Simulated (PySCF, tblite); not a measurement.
# C₅H₇BO₃S: geometry, infrared bands and NMR shifts

Wanted: the infrared bands and NMR shifts of C₅H₇BO₃S (`Cc1sc(O)cc1B(O)O`), by calculation.

Programs: tblite 0.8.0 and PySCF 2.14.0, with density-fitted response routines of our own. Each step states its level of theory. These are calculated values for one molecule in the gas phase, unless marked as measured. Atoms count from 0, in the outputs and in this text.

## 1. Starting geometry

17 atoms, charge 0, multiplicity 1; geometry from: force field or distance geometry start.

Bonds of the start (Å): C0–C1 1.48, C1–S2 1.89, S2–C3 1.90, C3–O4 1.41, C3–C5 1.37, C5–C6 1.34, C6–B7 1.58, B7–O8 1.47, B7–O9 1.47, C6–C1 1.36, C0–H10 1.11, C0–H11 1.10, C0–H12 1.14, O4–H13 1.01, C5–H14 1.10, O8–H15 1.01, O9–H16 1.00.

## 2. Optimising the geometry with GFN2-xTB

Job settings and geometry (Å):

```
{"job": {"kind": "relax", "xc": "GFN2-xTB", "basis": "xTB"}, "charge": 0, "multiplicity": 1}
C     -0.289900     2.345200    -0.155700
C      0.397700     1.037300    -0.220300
S      2.268500     0.968200    -0.497800
C      2.031800    -0.917600    -0.394600
O      3.084600    -1.853900    -0.506200
C      0.723100    -1.241600    -0.169500
C     -0.129000    -0.209400    -0.078200
B     -1.678400    -0.408600     0.183700
O     -2.472300    -0.985300    -0.917000
O     -2.020400    -0.904800     1.524700
H      0.229600     3.067800    -0.815600
H     -1.344300     2.304700    -0.479900
H     -0.219200     2.779300     0.895400
H      3.688500    -2.000800     0.283700
H      0.405000    -2.292200    -0.070100
H     -3.453500    -0.896800    -0.715000
H     -1.228700    -0.779500     2.122500
```

Started as:

```sh
$ OMP_NUM_THREADS=1 python probes_run.py task.json out
```

One launch serves the whole session: the jobs run in the order shown.

**Question.** This job is followed by: GFN2-xTB harmonic vibrations, gas phase; GIAO PBE0/pcSseg-1 NMR shielding, non-relativistic, gas phase. What will the session give for the following? strongest single infrared mode (GFN2-xTB); zero-point energy (GFN2-xTB); ¹³C shifts against TMS (PBE0/pcSseg-1); ¹H shifts against TMS (PBE0/pcSseg-1, means over atoms taken as alike); ³³S shifts against CS2 (PBE0/pcSseg-1); ¹⁷O shifts against H2O (PBE0/pcSseg-1, means over atoms taken as alike); ¹¹B shifts against BF3·OEt2 (PBE0/pcSseg-1).

As calculated:

| quantity | value |
| --- | --- |
| strongest single infrared mode (GFN2-xTB) | 1266 cm⁻¹, 447 km/mol |
| zero-point energy (GFN2-xTB) | 74.5 kcal/mol |
| ¹³C shifts against TMS (PBE0/pcSseg-1) | 167.4, 149.4, 132.1, 108.6, 17.8 ppm |
| ¹H shifts against TMS (PBE0/pcSseg-1, means over atoms taken as alike) | 5.87, 4.35, 4.30, 2.94 ppm |
| ³³S shifts against CS2 (PBE0/pcSseg-1) | 224 ppm |
| ¹⁷O shifts against H2O (PBE0/pcSseg-1, means over atoms taken as alike) | 113.6, 110.7 ppm |
| ¹¹B shifts against BF3·OEt2 (PBE0/pcSseg-1) | 23.6 ppm |

In words: The optimisation took 165 steps and gained 2.119 eV; among the close pairs (by a distance rule), S2–C3 changed most, from 1.903 to 1.740 Å. All 45 modes are real, so the xTB geometry is a minimum. The strongest single mode, at 1266 cm⁻¹, moves mainly B7. GFN2-xTB is a fitted tight-binding method: band positions and strengths are rough. Its intensities can rank the bands wrongly. At PBE0/pcSseg-1: Shielding is most anisotropic at S2 (span 228 ppm, paramagnetic term -780 ppm). NICS(1)zz of -18 ppm above the planar ring from C1 marks a diatropic (aromatic) ring current.
